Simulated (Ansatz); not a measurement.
# CH9NSi3: up Jacob's ladder to CCSD(T)

The task here is to estimate one member of a computed series from the others.

Program: Ansatz 0.2.0, Gaussian basis. Level of theory: functionals in def2-TZVPP, the program's frozen cores in correlated methods. These are calculated values, not measurements.

Plan: PBE-D4, r2SCAN-D4, PBE0-D4, B3LYP-D4, ωB97X-V, ωB97M-V, B2PLYP; CCSD(T)/def2-TZVPP; MP2/def2-QZVPP; extrapolation to the limit.

## The relaxed structure

The geometry comes from an earlier relaxation with PBE0-D4 in a triple-zeta def2 set; it is a stationary point, not always the lowest conformer.

14 atoms, charge 0, spin multiplicity 1.

Atoms are counted from 1 here; the program's logs count them from 0.

Bond lengths: Si1–N2 1.738 Å, Si1–H6 1.483 Å, Si1–H7 1.493 Å, Si1–H8 1.483 Å, N2–C3 1.263 Å, C3–Si4 1.915 Å, C3–H9 1.104 Å, Si4–Si5 2.342 Å, Si4–H10 1.489 Å, Si4–H11 1.487 Å, Si5–H12 1.487 Å, Si5–H13 1.487 Å, Si5–H14 1.487 Å. Angles: N2–Si1–H6 107.2°, N2–Si1–H7 114.9°, N2–Si1–H8 106.9°, H6–Si1–H7 109.1°, H6–Si1–H8 110.0°, H7–Si1–H8 108.7°, Si1–N2–C3 130.4°, N2–C3–Si4 128.5°, N2–C3–H9 116.8°, Si4–C3–H9 114.8°, C3–Si4–Si5 109.1°, C3–Si4–H10 107.5°, C3–Si4–H11 110.4°, Si5–Si4–H10 110.0°, Si5–Si4–H11 110.9°, H10–Si4–H11 109.0°, Si4–Si5–H12 110.9°, Si4–Si5–H13 109.5° and more.

Coordinates:

```xyz
14
charge 0, multiplicity 1
Si   -1.91015    1.31731   -0.38527
N    -1.33565    0.05515   -1.43222
C    -0.54740   -0.90508   -1.20219
Si    0.34282   -1.34909    0.43380
Si    2.15691    0.10042    0.73511
H    -3.38625    1.18963   -0.31245
H    -1.34942    1.29097    0.99871
H    -1.54380    2.60517   -1.02325
H    -0.31789   -1.57401   -2.04966
H     0.82691   -2.75168    0.31242
H    -0.60112   -1.26143    1.57906
H     2.85676   -0.18576    2.01587
H     3.11776   -0.06852   -0.38766
H     1.67752    1.50791    0.74633
```

The first run:

Input file in.yaml:

```yaml
crystal:
  periodic: [false, false, false]
  atoms:
    - {symbol: Si, position_ang: [-1.910147, 1.317311, -0.385265]}
    - {symbol: N, position_ang: [-1.335654, 0.055149, -1.432218]}
    - {symbol: C, position_ang: [-0.547402, -0.905076, -1.202186]}
    - {symbol: Si, position_ang: [0.342825, -1.349091, 0.433796]}
    - {symbol: Si, position_ang: [2.156909, 0.100424, 0.735108]}
    - {symbol: H, position_ang: [-3.386246, 1.189630, -0.312450]}
    - {symbol: H, position_ang: [-1.349416, 1.290968, 0.998709]}
    - {symbol: H, position_ang: [-1.543795, 2.605167, -1.023250]}
    - {symbol: H, position_ang: [-0.317895, -1.574006, -2.049661]}
    - {symbol: H, position_ang: [0.826908, -2.751679, 0.312421]}
    - {symbol: H, position_ang: [-0.601117, -1.261432, 1.579060]}
    - {symbol: H, position_ang: [2.856756, -0.185757, 2.015866]}
    - {symbol: H, position_ang: [3.117759, -0.068517, -0.387656]}
    - {symbol: H, position_ang: [1.677516, 1.507909, 0.746327]}
basis:
  gaussian: {orbitals: def2-TZVPP}
hamiltonian: {xc: pbe, dispersion: d4}
output: {forces: true, orbitals: {seedname: orbitals}}
```

Command:

```console
$ ansatz run in.yaml --threads 4 --pin off --events-out ev --progress --plain --max-ram 10444MiB
```

Among the steps run: PBE-D4 (GGA); r2SCAN-D4 (meta-GGA); PBE0-D4 (hybrid); B3LYP-D4 (hybrid); ωB97X-V (range-separated); ωB97M-V (range-separated); B2PLYP (double hybrid); CCSD(T) in def2-TZVPP; MP2 in def2-QZVPP.

One of the session's tables, all rows but one given; the rest of the session is left out.

It belongs to the step «Atomisation energies». 

```
            method  atomisation energy (kJ/mol)
            PBE-D4                       4510.7
         r2SCAN-D4                       4489.0
           PBE0-D4                       4462.0
          B3LYP-D4                            ?
           ωB97X-V                       4536.4
           ωB97M-V                       4504.5
            B2PLYP                       4437.3
     HF/def2-TZVPP                       3293.3
    MP2/def2-TZVPP                       4363.9
   CCSD/def2-TZVPP                       4314.2
CCSD(T)/def2-TZVPP                       4371.9
           MP2/CBS                       4489.2
       CCSD(T)/CBS                       4497.2
```

Estimate the missing values for B3LYP-D4.

The run gave: atomisation energy (kJ/mol): 4513.9. In the column «atomisation energy (kJ/mol)» it lies between PBE-D4 (4510.7) and ωB97X-V (4536.4).

Limits of these values: Free atoms (3 Si, 1 N, 1 C, 9 H) were run apart at each level; the atomisation energy is their sum less the molecule, without zero-point or spin-orbit terms.
